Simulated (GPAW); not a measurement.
The system is HfB.

```
Hf B
1.0
     0.00000    2.31000    2.31000
     2.31000    0.00000    2.31000
     2.31000    2.31000    0.00000
Hf B
1 1
Direct
  0.50000 0.50000 0.50000
  0.00000 0.00000 0.00000
```

```yaml
Program: GPAW 26.7.0
Task: relaxation of cell and atoms
Functional: LDA
Potentials_or_basis: the program's PAW data sets (release 1.2.1) made for this functional
Cutoff: 800 eV
Basis: pw
k_mesh: 10 × 10 × 10
Occupations: fermi-dirac, width 0.05 eV
Spin: no spin polarisation
```

At the start: pressure 19.8 GPa; volume 12.33 Å³/atom.

Question: Where does the relaxation end?

Answer: Over 4 steps the energy falls by 65.0 meV/atom and the volume is 13.45 Å³/atom (+9.1 %); space group Fm-3m (No. 225, to 0.05 Å).

Step by step:
```
step  energy change (eV)  largest force (eV/Å)  pressure (GPa)  volume (Å³)
   1              0.0000                0.0000           19.78        24.65
   2             -0.0796                0.0000           11.66        25.47
   3             -0.1297                0.0000            0.82        26.80
   4             -0.1300                0.0000            0.04        26.91
```

Final structure:
```xyz
2
Lattice="0.0000 2.3784 2.3784 2.3784 0.0000 2.3784 2.3784 2.3784 0.0000" Properties=species:S:1:pos:R:3 pbc="T T T"
Hf    2.3784    2.3784    2.3784
B     0.0000    0.0000    0.0000
```

Caveat: later steps reuse the first step's grids.
